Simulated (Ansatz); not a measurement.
# BeZn2Te3: the cost of one run

Program: Ansatz 0.2.0. Level of theory: DFT PBE, scalar-relativistic, plane waves, PAW. These are calculated values, not measurements.

## 1. The starting structure

The structure is hexagonal, space group P-62m (No. 189). Conventional cell: a = 4.357 Å, b = 4.357 Å, c = 8.196 Å, α = 90.00°, β = 90.00°, γ = 120.00°. Be (site symmetry -62m) has 3 Te at 1.63 Å as nearest neighbours. Zn (site symmetry 3m) has 1 Be at 2.08 Å and 3 Te at 2.64 Å as nearest neighbours. Te (site symmetry m2m) has 1 Be at 1.63 Å as nearest neighbours.

As a file:

```
Be Zn Te
1.0
     4.35692    0.00000    0.00000
    -2.17846    3.77320    0.00000
     0.00000    0.00000    8.19561
Be Zn Te
1 2 3
Direct
  0.00000 0.00000 0.00000
  0.00000 0.00000 0.25335
  0.00000 0.00000 0.74665
  0.62683 0.00000 0.00000
  0.00000 0.62683 0.00000
  0.37317 0.37317 0.00000
```

Recipe of the guess: random cell by space group and Wyckoff sites (P-62m, No. 189). Lengths come from tabulated atomic sizes and are only a guess.

## 2. The guess as it stands, on a coarse mesh

input.yaml

```yaml
crystal:
  lattice:
    - [4.35691712, 0.0, 0.0]
    - [-2.17845856, 3.77320091, 0.0]
    - [0.0, 0.0, 8.19560787]
  atoms:
    - { symbol: Be, position: [0.0, 0.0, 0.0] }
    - { symbol: Zn, position: [0.0, 0.0, 0.25335211] }
    - { symbol: Zn, position: [0.0, 0.0, 0.74664789] }
    - { symbol: Te, position: [0.62682689, 0.0, 0.0] }
    - { symbol: Te, position: [0.0, 0.62682689, 0.0] }
    - { symbol: Te, position: [0.37317311, 0.37317311, 0.0] }
basis:
  ecutwfc: 420
kpoints:
  mp_grid: { grid: [6, 6, 2] }
hamiltonian:
  xc: pbe
scf:
  occupations: { method: gaussian, width: 0.1 }
  lower_state_search: "off"
output:
  forces: true
  stress: true
  eigenvalues: true
```

The run is started by

```
$ ansatz run input.yaml --threads 1 --pin off --max-ram 2560MiB --backend cpu --events-out ev --progress --plain --runs-dir out
```

What time and memory should one allow on 1 thread of Intel Xeon at 2.50GHz (Skylake/Cascade Lake), shared host?

About 25 s, with a peak of 0.41 GiB.
